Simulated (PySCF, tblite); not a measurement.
**C4H10ClNSi2: geometry, infrared bands and NMR shifts**

Wanted: the infrared bands and NMR shifts of C4H10ClNSi2 (`N#CC[C@@H]([SiH3])[SiH2]CCl`), by calculation.

Computed with tblite 0.8.0 and PySCF 2.14.0, with density-fitted response routines of our own, on a single molecule in the gas phase. Atoms are numbered from 0 throughout.

## Step 1: The molecule as given

18 atoms, charge 0, multiplicity 1; geometry from: force field or distance geometry start.

Bonds of the start (Å): N0–C1 1.15, C1–C2 1.45, C2–C3 1.52, C3–Si4 1.85, C3–Si5 1.86, Si5–C6 1.85, C6–Cl7 1.79, C2–H8 1.12, C2–H9 1.11, C3–H10 1.11, Si4–H11 1.44, Si4–H12 1.49, Si4–H13 1.48, Si5–H14 1.47, Si5–H15 1.47, C6–H16 1.09, C6–H17 1.12.

## Step 2: Relaxing the molecule with GFN2-xTB

The job: settings as JSON, then the geometry in Å.

```
{"job": {"kind": "relax", "xc": "GFN2-xTB", "basis": "xTB"}, "charge": 0, "multiplicity": 1}
N     -1.660800    -1.483200     2.098800
C     -1.525900    -1.429600     0.958000
C     -1.327000    -1.353600    -0.477700
C     -0.449100    -0.141500    -0.754300
Si    -1.280300     1.370600    -0.090200
Si     1.173600    -0.541000     0.052800
C      2.222000     0.946000     0.399900
Cl     3.462200     1.040900    -0.890300
H     -0.700500    -2.234100    -0.785400
H     -2.273000    -1.360200    -1.056400
H     -0.260900    -0.045200    -1.846200
H     -0.418400     2.188800     0.730000
H     -2.515000     0.979800     0.645300
H     -1.750700     2.205400    -1.217400
H      1.937000    -1.392100    -0.868500
H      0.883400    -1.366200     1.240200
H      1.670600     1.878600     0.518400
H      2.804100     0.742900     1.331400
```

On the command line:

```bash
> OMP_NUM_THREADS=1 python probes_run.py task.json out
```

The driver reads the jobs from task.json and runs them one after another.

**Question.** This job is followed by: GFN2-xTB harmonic vibrations, gas phase; GIAO PBE0/pcSseg-1 NMR shielding, non-relativistic, gas phase. Predict these results of the whole session: strongest single infrared mode (GFN2-xTB); zero-point energy (GFN2-xTB); 13C shifts against TMS (PBE0/pcSseg-1); 1H shifts against TMS (PBE0/pcSseg-1, means over atoms taken as alike); 15N shifts against NH3 (PBE0/pcSseg-1); 29Si shifts against TMS (PBE0/pcSseg-1); 35Cl shifts against HCl (PBE0/pcSseg-1); surface potential, 1st and 99th percentile.

**Answer**, as computed:

| quantity | value |
| --- | --- |
| strongest single infrared mode (GFN2-xTB) | 787 cm⁻¹, 390 km/mol |
| zero-point energy (GFN2-xTB) | 76.2 kcal/mol |
| 13C shifts against TMS (PBE0/pcSseg-1) | 123.5, 30.1, 17.7, -0.3 ppm |
| 1H shifts against TMS (PBE0/pcSseg-1, means over atoms taken as alike) | 4.70, 4.30, 4.09, 3.12, 2.97, 2.68, 2.63, 0.97 ppm |
| 15N shifts against NH3 (PBE0/pcSseg-1) | 306.6 ppm |
| 29Si shifts against TMS (PBE0/pcSseg-1) | -32.7, -68.6 ppm |
| 35Cl shifts against HCl (PBE0/pcSseg-1) | 20 ppm |
| surface potential, 1st and 99th percentile | -1.66 V and 1.37 V |

What this shows: Relaxing lowered the energy by 0.619 eV in 197 steps; the close pair that moved most is C3–Si4, from 1.849 to 1.916 Å. All 48 modes are real, so the xTB geometry is a minimum. GFN2-xTB is a fitted tight-binding method: band positions and strengths are rough. Its intensities can rank the bands wrongly. The most deshielded carbon is C1 (nitrile carbon), at 123.5 ppm: this is the usual window of a C≡N carbon, which has no attached hydrogen. At PBE0/pcSseg-1: The widest tensor belongs to N0: span 495 ppm, with a paramagnetic part of -378 ppm.
